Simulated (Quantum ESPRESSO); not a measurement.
BiTe:

```xyz
2
Lattice="2.4227 1.3988 3.3173 -2.4227 1.3988 3.3173 0.0000 -2.7975 3.3173" Properties=species:S:1:pos:R:3 pbc="T T T"
Bi    0.0000    0.0000    4.9759
Te    0.0000    0.0000    0.0000
```

The cell comes from a database or a generator and needn't be the stable form of this composition.

- Program: Quantum ESPRESSO 7.5
- Task: phonons
- Functional: LDA
- Potentials or basis: PseudoDojo 0.4.1 SR LDA standard
- Cutoff: 1088 eV
- Density cutoff: 4354 eV
- k mesh: 6 × 6 × 6
- Occupations: cold, width 0.2 eV
- Spin: no spin polarisation
- Form of the LDA correlation: PW92
- Mixing beta: 0.5
- Most SCF iterations: 120
- SCF threshold: 4e-10 Ry

The cell and the atoms were relaxed first, to 31.18 Å³/atom (a = 4.198 Å, b = 4.198 Å, c = 4.198 Å, α = 69.17°, β = 69.17°, γ = 69.17°), and the response was taken there.

Task: Where do the zone-centre optical modes lie?

Result: A2u at 84 cm⁻¹ (IR); Eu at 104 cm⁻¹ (IR).

Optical modes at Γ, degenerate ones joined:
```
cm⁻¹  components  symmetry  active in
  84           1       A2u         IR
 104           2        Eu         IR
```

Caveat: the mesh is thin for the phonons of a metal.
